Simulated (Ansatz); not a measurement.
# AlN: the cost of one run

Program: Ansatz 0.2.0. Level of theory: DFT r2SCAN, scalar-relativistic, plane waves, PAW. These are calculated values, not measurements.

1 further run of the same task is left out (set aside as unsound or not needed). Runs told in other sessions of the task aren't counted.

**1. The starting structure**

The structure is cubic, space group F-43m (No. 216). Conventional cell: a = 4.370 Å, b = 4.370 Å, c = 4.370 Å, α = 90.00°, β = 90.00°, γ = 90.00°. Al (site symmetry -43m) has 4 N at 1.89 Å in its first shell of neighbours. N (site symmetry -43m) has 4 Al at 1.89 Å in its first shell of neighbours.

Coordinates:

```cif
data_structure
_symmetry_space_group_name_H-M 'P 1'
_symmetry_Int_Tables_number 1
_cell_length_a 3.0899
_cell_length_b 3.0899
_cell_length_c 3.0899
_cell_angle_alpha 60.000
_cell_angle_beta 60.000
_cell_angle_gamma 60.000
_cell_volume 20.86
loop_
_atom_site_label
_atom_site_type_symbol
_atom_site_fract_x
_atom_site_fract_y
_atom_site_fract_z
_atom_site_occupancy
Al1 Al 0.00000 0.00000 0.00000 1
N1 N 0.75000 0.75000 0.75000 1
```

It goes back to an entry of the Materials Project, which need not be the stable form.

It is the result of an earlier relaxation at this level (volume 10.43 Å³/atom; gap on the mesh: 3.94 eV).

**2. Zero of energy**

Reference values: F = -928.4372 eV; pressure 0.00 GPa; largest force 0.000 eV/Å; gap on the mesh 3.94 eV. It was computed beforehand with the settings of the runs below.

**3. Zone-centre phonons by finite displacements**

The input, input.yaml:

```yaml
crystal:
  lattice:
    - [0.0, 2.1849006262, 2.1849006262]
    - [2.1849006262, 0.0, 2.1849006262]
    - [2.1849006262, 2.1849006262, 0.0]
  atoms:
    - { symbol: Al, position: [0.0, 0.0, 0.0] }
    - { symbol: "N", position: [0.75, 0.75, 0.75] }
basis:
  ecutwfc: 500
kpoints:
  mp_grid: { grid: [10, 10, 10] }
hamiltonian:
  xc: r2scan
scf:
  occupations: { method: gaussian, width: 0.05 }
output:
  eigenvalues: true
phonons:
  method: fd
  supercell: [1, 1, 1]
  amplitude: 0.02
  eigenvectors: true
  dielectric: false
```

Launch:

```console
$ ansatz run input.yaml --threads 2 --pin off --max-ram 5120MiB --backend cpu --events-out ev --progress --plain --runs-dir out
```

Q: Estimate wall time and peak memory on 2 threads of Intel Xeon Platinum 8259CL at 2.50GHz (Skylake/Cascade Lake), shared host.

About 11 s, with a peak of 0.58 GiB.
